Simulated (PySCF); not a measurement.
# I: the cost of one run

Computed with PySCF 2.14.0 and routines of our own; the level stands in each step. Atoms count from 0.

### 1 The system as given

1 atom, charge -1, multiplicity 1; geometry from: atom.

### 2 NMR shieldings: PBE/pcSseg-1 I:us-x2c-TZVPall-2c, spin–orbit

Job settings and geometry (Å):

```
{"job": {"xc": "PBE", "basis": {"default": "pcSseg-1", "I": "us-x2c-TZVPall-2c"}, "rel": "so", "kind": "hnmr"}, "charge": -1, "multiplicity": 1}
I      0.000000     0.000000     0.000000
```

Level: PBE/pcSseg-1 I:us-x2c-TZVPall-2c GIAO NMR shielding, X2C with spin-orbit coupling, screened-nuclear two-electron part, Gaussian nuclei, gas phase.

On the command line:

```
OMP_NUM_THREADS=1 python heavy_run.py task.json out
```

One launch serves the whole session: the jobs run in the order shown.

**Question.** How long does this first job take on 1 thread of Arm Neoverse V1, shared host, and how much memory does it need?

About 6.8 s, with a peak of 0.34 GiB.
